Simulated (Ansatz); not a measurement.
Set up this calculation in Ansatz 0.2.0, as the native input.

* Task: single point
* Functional: PBE
* Potentials or basis: all-electron LAPW, scalar-relativistic
* Cutoff: 307 eV (chosen from the basis error)
* Basis error allowed: 0.005 eV/atom
* k mesh: 4 × 4 × 2
* Occupations: fermi-dirac, width 0.05 eV
* Spin: collinear spin, ferromagnetic start
* Starting moments: [1.0, 1.0, 0.0, 0.6, 0.0] μB

NiMoIrPdW:

```
Ni Mo Pd Ir W
1.0
     4.14670    0.00000    0.00000
    -2.07335    3.59115    0.00000
     0.00000    0.00000    5.41629
Ni Mo Pd Ir W
1 1 1 1 1
Direct
  0.00000 0.00000 0.02221
  0.66667 0.33333 0.45996
  0.33333 0.66667 0.74601
  0.33333 0.66667 0.25641
  0.66667 0.33333 0.99985
```

The cell was built by a generator and needn't be a form met in nature.

The input as run:

input.yaml

```yaml
crystal:
  lattice:
    - [4.1467, 0.0, 0.0]
    - [-2.07335, 3.59115, 0.0]
    - [0.0, 0.0, 5.41629]
  atoms:
    - { symbol: Ni, position: [0.0, 0.0, 0.02221], spin: 1.0 }
    - { symbol: Mo, position: [0.66667, 0.33333, 0.45996], spin: 1.0 }
    - { symbol: Pd, position: [0.33333, 0.66667, 0.74601] }
    - { symbol: Ir, position: [0.33333, 0.66667, 0.25641], spin: 0.6 }
    - { symbol: W, position: [0.66667, 0.33333, 0.99985] }
kpoints:
  mp_grid: { grid: [4, 4, 2] }
scf:
  occupations: { method: fermi_dirac, width: 0.05 }
hamiltonian:
  xc: pbe
  pseudopotentials: { kind: all_electron, lapw: { basis_error: 0.005 } }
magnetization:
  spin_polarized: true
output:
  forces: true
  stress: true
  eigenvalues: true
```

Potentials or basis: all-electron LAPW, scalar-relativistic.

Launch:

```console
$ ansatz run input.yaml --threads 8 --pin off --max-ram 24576MiB --backend cpu --events-out ev --progress --plain --runs-dir out
```

Results of the run:

```json
{
  "Pressure": "0.9 GPa",
  "Largest force": "0.703 eV/Å",
  "Band gap on the k mesh": "none (metal or under the smearing width)",
  "Net moment": "0.00 μB per cell",
  "Absolute moment": "0.00 μB per cell"
}
```

Caveat: the k mesh is coarse (spacing up to 0.58 Å⁻¹), so the values aren't converged; the k mesh is thin for a metal, which can move the energy by tens of meV per atom; the starting moments weren't kept.

Run time: 10 s on 8 threads of AMD EPYC 9R45 96-Core Processor (Zen 5) (shared host), peak memory 1.2 GiB.
